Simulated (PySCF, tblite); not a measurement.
**C₁₀H₈N₂: infrared bands and NMR shifts**

What infrared bands and NMR shifts should C₁₀H₈N₂ (`c1ccc(-c2ccccn2)nc1`) show?

Computed with tblite 0.8.0 and PySCF 2.14.0, with density-fitted response routines of our own, on a single molecule in the gas phase. Atoms count from 0, in the outputs and in this text.

## (1) The molecule as given

20 atoms, charge 0, multiplicity 1; geometry from: GFN2-xTB.

Bonds of the start (Å): C0–C1 1.39, C1–C2 1.38, C2–C3 1.40, C3–C4 1.47, C4–C5 1.40, C5–C6 1.38, C6–C7 1.39, C7–C8 1.39, C8–N9 1.32, C3–N10 1.33, N10–C11 1.32, C11–C0 1.39, N9–C4 1.33, C0–H12 1.08, C1–H13 1.08, C2–H14 1.08, C5–H15 1.08, C6–H16 1.08, C7–H17 1.08, C8–H18 1.08, C11–H19 1.08.

## (2) Infrared spectrum with GFN2-xTB

What the job is given:

```
{"job": {"kind": "ir", "xc": "GFN2-xTB", "basis": "xTB"}, "charge": 0, "multiplicity": 1}
C      3.410035    -0.049103     0.560874
C      2.914071     0.826578    -0.393747
C      1.551885     0.856396    -0.627863
C      0.726635     0.002902     0.106461
C     -0.727268    -0.001315    -0.106333
C     -1.552413    -0.854828     0.627987
C     -2.914420    -0.825887     0.393020
C     -3.410358     0.049307    -0.561852
C     -2.507680     0.857643    -1.237982
N     -1.207388     0.838199    -1.022289
N      1.206735    -0.836859     1.022231
C      2.507049    -0.856800     1.237433
H      4.466090    -0.104016     0.775517
H      3.581043     1.474341    -0.945233
H      1.108222     1.515439    -1.356111
H     -1.109136    -1.512554     1.357436
H     -3.581198    -1.473826     0.944279
H     -4.466410     0.103498    -0.776845
H     -2.842514     1.559279    -1.991949
H      2.841874    -1.557716     1.991929
```

**Question.** This job is followed by: GIAO PBE0/pcSseg-1 NMR shielding, non-relativistic, gas phase. Predict these results of the whole session: strongest single infrared mode (GFN2-xTB); zero-point energy (GFN2-xTB); 13C shifts against TMS (PBE0/pcSseg-1, means over atoms taken as alike); 1H shifts against TMS (PBE0/pcSseg-1, means over atoms taken as alike); 15N shifts against NH3 (PBE0/pcSseg-1, means over atoms taken as alike).

As calculated:

| quantity | value |
| --- | --- |
| strongest single infrared mode (GFN2-xTB) | 3093 cm⁻¹, 100 km/mol |
| zero-point energy (GFN2-xTB) | 95.3 kcal/mol |
| 13C shifts against TMS (PBE0/pcSseg-1, means over atoms taken as alike) | 161.0, 154.5, 142.9, 128.9, 127.2 ppm |
| 1H shifts against TMS (PBE0/pcSseg-1, means over atoms taken as alike) | 9.29, 9.01, 8.12, 7.41 ppm |
| 15N shifts against NH3 (PBE0/pcSseg-1, means over atoms taken as alike) | 343.7 ppm |

**Reading.** No mode is imaginary among the 54: a minimum at this level. GFN2-xTB is a fitted tight-binding method: band positions and strengths are rough. Its intensities can rank the bands wrongly. At PBE0/pcSseg-1: The largest span, 674 ppm, is at N9, N10, where the paramagnetic term is -407 ppm. NICS(1)zz of -25 ppm above the planar ring from C0 marks a diatropic (aromatic) ring current. NICS(1)zz of -25 ppm above the planar ring from C4 marks a diatropic (aromatic) ring current.
